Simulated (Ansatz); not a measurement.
# C₃H₈Si: up Jacob's ladder to CCSD(T)

One table from this session's results is given with a row withheld; the runs are named, their logs left out.

The runs use Ansatz 0.2.0, Gaussian basis; functionals in def2-TZVPP, the program's frozen cores in correlated methods.

Plan: LDA (SPW92), PBE-D4, revPBE-D4, BLYP-D4, r2SCAN-D4, B97M-V, PBE0-D4, B3LYP-D4, r2SCANh-D4, r2SCAN0-D4, HSE06-D4, BHLYP-D4, CAM-B3LYP-D4, LC-ωPBE, ωB97X-V, ωB97M-V, B2PLYP, PBE-QIDH; CCSD(T)/def2-SVP; CCSD(T)/def2-TZVPP; MP2/def2-QZVPP; extrapolation to the limit; RPA on PBE.

### The geometry

An earlier PBE0-D4 in a triple-zeta def2 set relaxation fixed the geometry.

SMILES `C=C(C)[SiH3]`, 12 atoms, charge 0, spin multiplicity 1.

Atoms are counted from 1 here; the program's logs count them from 0.

Bond lengths: C1–C2 1.332 Å, C1–H5 1.085 Å, C1–H6 1.089 Å, C2–C3 1.499 Å, C2–Si4 1.869 Å, C3–H7 1.095 Å, C3–H8 1.093 Å, C3–H9 1.095 Å, Si4–H10 1.490 Å, Si4–H11 1.486 Å, Si4–H12 1.490 Å. Angles: C2–C1–H5 122.1°, C2–C1–H6 121.5°, H5–C1–H6 116.4°, C1–C2–C3 122.0°, C1–C2–Si4 119.6°, C3–C2–Si4 118.5°, C2–C3–H7 111.1°, C2–C3–H8 111.6°, C2–C3–H9 111.1°, H7–C3–H8 108.2°, H7–C3–H9 106.5°, H8–C3–H9 108.2°, C2–Si4–H10 110.4°, C2–Si4–H11 109.9°, C2–Si4–H12 110.5°, H10–Si4–H11 109.4°, H10–Si4–H12 107.2°, H11–Si4–H12 109.4°.

Geometry (Å):

| atom | x (Å) | y (Å) | z (Å) |
| --- | --- | --- | --- |
| C1 | 0.36291 | 1.53446 | 0.27238 |
| C2 | -0.01721 | 0.26525 | 0.13480 |
| C3 | -1.11222 | -0.33041 | 0.96771 |
| Si4 | 0.82919 | -0.81879 | -1.13030 |
| H5 | 1.15537 | 1.96780 | -0.32909 |
| H6 | -0.10869 | 2.19401 | 0.99868 |
| H7 | -1.92365 | -0.71025 | 0.33870 |
| H8 | -1.53242 | 0.40156 | 1.66188 |
| H9 | -0.74563 | -1.18239 | 1.54930 |
| H10 | 1.43991 | -2.00721 | -0.47193 |
| H11 | 1.88596 | -0.04496 | -1.83205 |
| H12 | -0.15653 | -1.32427 | -2.12608 |

The first run:

File in.yaml:

```yaml
crystal:
  periodic: [false, false, false]
  atoms:
    - {symbol: C, position_ang: [0.362915, 1.534458, 0.272382]}
    - {symbol: C, position_ang: [-0.017206, 0.265250, 0.134797]}
    - {symbol: C, position_ang: [-1.112219, -0.330413, 0.967713]}
    - {symbol: Si, position_ang: [0.829192, -0.818793, -1.130295]}
    - {symbol: H, position_ang: [1.155367, 1.967802, -0.329093]}
    - {symbol: H, position_ang: [-0.108693, 2.194013, 0.998680]}
    - {symbol: H, position_ang: [-1.923645, -0.710253, 0.338698]}
    - {symbol: H, position_ang: [-1.532425, 0.401564, 1.661878]}
    - {symbol: H, position_ang: [-0.745628, -1.182390, 1.549297]}
    - {symbol: H, position_ang: [1.439909, -2.007209, -0.471933]}
    - {symbol: H, position_ang: [1.885962, -0.044960, -1.832048]}
    - {symbol: H, position_ang: [-0.156530, -1.324269, -2.126075]}
basis:
  gaussian: {orbitals: def2-TZVPP}
hamiltonian: {xc: lda}
output: {orbitals: {seedname: orbitals}}
```

Run with:

```sh
$ ansatz run in.yaml --threads 2 --pin off --events-out ev --progress --plain --max-ram 4352MiB
```

Steps of the session up to this table: LDA; PBE-D4 (GGA); revPBE-D4 (GGA); BLYP-D4 (GGA); r2SCAN-D4 (meta-GGA); B97M-V (meta-GGA); PBE0-D4 (hybrid); B3LYP-D4 (hybrid); r2SCANh-D4 (hybrid); r2SCAN0-D4 (hybrid); HSE06-D4 (hybrid); BHLYP-D4 (hybrid); CAM-B3LYP-D4 (range-separated); LC-ωPBE (range-separated); ωB97X-V (range-separated); ωB97M-V (range-separated); B2PLYP (double hybrid); PBE-QIDH (double hybrid).

One of the session's tables, all rows but one given; the rest of the session is left out.

It belongs to the step «Orbital energies across the functionals». 

| functional | HOMO (eV) | gap (eV) |
| --- | --- | --- |
| LDA (SPW92) | -6.64 | 5.21 |
| PBE-D4 | -6.51 | 5.27 |
| revPBE-D4 | ? | ? |
| BLYP-D4 | -6.34 | 5.26 |
| r2SCAN-D4 | -6.70 | 5.68 |
| B97M-V | -6.76 | 5.72 |
| PBE0-D4 | -7.60 | 7.38 |
| B3LYP-D4 | -7.38 | 6.94 |
| r2SCANh-D4 | -7.12 | 6.47 |
| r2SCAN0-D4 | -7.74 | 7.63 |
| HSE06-D4 | -7.20 | 6.60 |
| BHLYP-D4 | -8.54 | 9.45 |
| CAM-B3LYP-D4 | -8.91 | 9.86 |
| LC-ωPBE | -10.31 | 12.40 |
| ωB97X-V | -9.92 | 11.93 |
| ωB97M-V | -9.83 | 11.69 |

Q: Estimate the row for revPBE-D4 from the others.

The run gave: HOMO (eV): -6.45; gap (eV): 5.29. In the column «HOMO (eV)» it lies between PBE-D4 (-6.51) and BLYP-D4 (-6.34).
